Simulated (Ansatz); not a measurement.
What does this script print? It uses the Python package of Ansatz (0.2.0).

`li.py`:
```python
'''Random Li-Os cells of 8 mixed sites, after relaxing cells and atoms.'''

from collections import Counter
import warnings

import ansatz as az
import numpy as np
import pandas as pd


def bcc(A, a):
    return (
        az.Lattice.bcc(a)
        .space_group(229)
        .atom(A, [0, 0, 0])
        .primitive()
    )

A_FIRST, A_LAST = 3.51, 3.04


def compute(name, crystal):
    calc = (
        crystal.calculation()
        .functional('LDA')
        .basis(24 * az.Ha)
        .accuracy('medium')  # preset for grids and thresholds
        .mixing('msr1', preconditioner='kerker_dos')
        .kpoints(spacing=0.26)  # sampling of the Brillouin zone
        .occupations('fermi_dirac', width=0.1)
        .band_table()
    )
    calc = calc.relax(force_tolerance=0.02, cell=True)
    return calc.run()


def volume_per_atom(outcome):
    return abs(np.linalg.det(outcome.lattice.cell_ang)) / len(outcome.lattice.sites)


def counts(outcome):
    return Counter(site.symbol for site in outcome.lattice.sites)


def main() -> None:
    warnings.simplefilter('ignore', az.DeckWarning)

    phases = {'Li': bcc('Li', A_FIRST), 'Os': bcc('Os', A_LAST)}
    for k in [2, 3]:
        a = A_FIRST + (A_LAST - A_FIRST) * k / 8
        supercell = bcc('Li', a).supercell(2).resolved()
        for seed in [81, 17]:
            drawn = supercell.site_disorder().occupy('Li', Li=8 - k, Os=k).random(seed=seed)
            phases[f'Li{8 - k}Os{k} seed {seed}'] = drawn.crystal

    done = {}
    for name, crystal in phases.items():
        done[name] = compute(name, crystal)
        print(f'{name}: {done[name].report["energy_sigma0_ev"]:.4f} eV, {len(done[name].lattice.sites)} atoms')

    # mixing quantities against the straight line between the end members, both on this lattice
    x = {name: counts(o)['Os'] / (counts(o)['Li'] + counts(o)['Os']) for name, o in done.items()}
    first, last = min(x, key=x.get), max(x, key=x.get)
    energy = {name: o.report['energy_sigma0_ev'] / len(o.lattice.sites) for name, o in done.items()}
    volume = {name: volume_per_atom(o) for name, o in done.items()}
    rows = []
    for name in sorted(done, key=x.get):
        line = lambda table: (1 - x[name]) * table[first] + x[name] * table[last]
        rows.append((name, x[name], 1000 * (energy[name] - line(energy)), volume[name], 100 * (volume[name] / line(volume) - 1)))
    print(pd.DataFrame(rows, columns=['cell', 'x(Os)', 'E_mix (meV/atom)', 'V (A^3/atom)', 'excess V (%)']).round(4).to_string(index=False))


if __name__ == '__main__':
    main()
```

Output of `python li.py`:
```text
Li: -201.6335 eV, 1 atoms
Os: -11117.5555 eV, 1 atoms
Li6Os2 seed 81: -23444.9182 eV, 8 atoms
Li6Os2 seed 17: -23444.9182 eV, 8 atoms
Li5Os3 seed 81: -34362.1582 eV, 8 atoms
Li5Os3 seed 17: -34358.3753 eV, 8 atoms
          cell  x(Os)  E_mix (meV/atom)  V (A^3/atom)  excess V (%)
            Li  0.000            0.0000       19.0385        0.0000
Li6Os2 seed 81  0.250           -0.7879       12.7856      -28.2332
Li6Os2 seed 17  0.250           -0.7879       12.7856      -28.2333
Li5Os3 seed 81  0.375         -165.5382       12.6670      -26.3717
Li5Os3 seed 17  0.375          307.3305       11.5894      -32.6350
            Os  1.000            0.0000       14.1462        0.0000
```

The settings weren't tested for convergence. Spin is left out of this run. For the metals among these phases the mesh is modest: differences between phases can be off by up to 40 meV an atom. Spin-orbit coupling, which matters for elements this heavy, is left out. Cells of eight mixed sites are far from the random limit, and both end members stand on the same lattice, which need not be their own. Differences under about 40 meV an atom lie within the error of mesh and functional. The cells are prototypes set up for this calculation and needn't exist. Wall time of the script: 8.2 min on 1 thread of Arm Neoverse V2, on a shared host, peak memory 0.81 GiB.
